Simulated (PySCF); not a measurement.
# B₂AsH₅: geometry, NMR shifts, spin-spin couplings, electronic excitations and core binding energies

Aim: predict the NMR shifts, spin-spin couplings, electronic excitations and core binding energies of B₂AsH₅ (`BB[AsH2]`).

The runs use PySCF 2.14.0, with density-fitted response routines of our own; the level of theory stands in each step. All values are computed, except where a source is named. Atoms are numbered from 0 throughout.

## 1. The molecule as given

8 atoms, charge 0, multiplicity 1; geometry from: GFN2-xTB.

Bonds of the start (Å): B0–B1 1.59, B1–As2 2.03, B0–H3 1.18, B0–H4 1.18, B1–H5 1.17, As2–H6 1.51, As2–H7 1.51.

## 2. Geometry optimisation at PBE0-D3(BJ)/def2-SVP

Job settings and geometry (Å):

```
{"job": {"xc": "PBE0", "basis": "def2-SVP", "d3": "d3bj", "grid": 1, "kind": "geom"}, "charge": 0, "multiplicity": 1}
B     -1.225531     0.346318    -0.475952
B     -0.254560    -0.769330     0.116701
As     1.708581    -0.264006     0.091944
H     -1.384855     0.496228    -1.632748
H     -1.726616     1.177392     0.189486
H     -0.456468    -1.849416     0.532545
H      1.524709     1.228332     0.192330
H      1.823797    -0.356106     1.591909
```

**Question.** This job is followed by: GIAO PBE0/pcSseg-1 NMR shielding, non-relativistic, gas phase; B3LYP/pcJ-1 As:pcSseg-1 indirect spin-spin coupling, non-relativistic, gas phase; TDDFT CAM-B3LYP/def2-SVPD, vertical, gas phase, core orbitals frozen in the response; GIAO mPW1PW91/pcSseg-2 NMR shielding, non-relativistic, gas phase; delta-SCF UKS SCAN, pcX-2 on the ionised atom, pcseg-1 elsewhere, spin-free X2C. What will the session give for the following? point group; rotational constants (main isotopes); ¹H shifts against TMS (PBE0/pcSseg-1, means over atoms taken as alike); ¹¹B shifts against BF3·OEt2 (PBE0/pcSseg-1); ⁷⁵As shifts against AsH3 (PBE0/pcSseg-1); largest coupling of the table (B3LYP/pcSseg-1+pcJ-1); lowest singlet (CAM-B3LYP/def2-SVPD); brightest single state of those computed; lowest triplet; vertical ionisation energy (ΔSCF); vertical electron affinity (ΔSCF); range of the shift of B1.

As calculated:

| quantity | value |
| --- | --- |
| point group | C1 |
| rotational constants (main isotopes) | 28.28, 3.56, 3.33 GHz |
| ¹H shifts against TMS (PBE0/pcSseg-1, means over atoms taken as alike) | 11.37, 9.46, 3.39 ppm |
| ¹¹B shifts against BF3·OEt2 (PBE0/pcSseg-1) | 116.5, 99.7 ppm |
| ⁷⁵As shifts against AsH3 (PBE0/pcSseg-1) | 145 ppm |
| largest coupling of the table (B3LYP/pcSseg-1+pcJ-1) | ¹J(B,H) B1–H5, 139.8 Hz |
| lowest singlet (CAM-B3LYP/def2-SVPD) | 4.44 eV (279 nm), f = 0.048 |
| brightest single state of those computed | state 10, 7.58 eV, f = 0.203 |
| lowest triplet | 3.58 eV |
| vertical ionisation energy (ΔSCF) | 9.57 eV |
| vertical electron affinity (ΔSCF) | 0.16 eV |
| range of the shift of B1 | 116.5 to 120.8 ppm |

**Reading.** The optimisation took 7 steps and gained 0.100 eV; among the close pairs (by a distance rule), B0–B1 changed most, from 1.593 to 1.640 Å. No frequency check was run at this level, so the end point may be a saddle. At PBE0/pcSseg-1: The largest span, 351 ppm, is at As2, where the paramagnetic term is -1112 ppm. In the run at B3LYP/pcSseg-1+pcJ-1, the largest coupling of the table is B1–H5, 139.8 Hz, of which the Fermi-contact term gives 140.6 Hz. The first singlet state (HOMO→LUMO+1 0.43, HOMO→LUMO 0.40) lies at 4.44 eV and is weak; of the 10 states computed, the strongest absorption comes from state 10 at 7.58 eV (the last computed, so partners may be missing). The lowest triplet lies 0.86 eV below the lowest singlet (triplets in Tamm-Dancoff, singlets in full TDDFT). The orbital energy would give 8.62 eV for ionisation, ΔSCF gives 9.57 eV. In ppm, B1 moves most: its shift spreads over 4.3 ppm, from 116.5 (PBE0/pcSseg-1) to 120.8 (mPW1PW91/pcSseg-2). Spin-orbit coupling is left out, which matters for shieldings and couplings at and beside the heavy atoms.
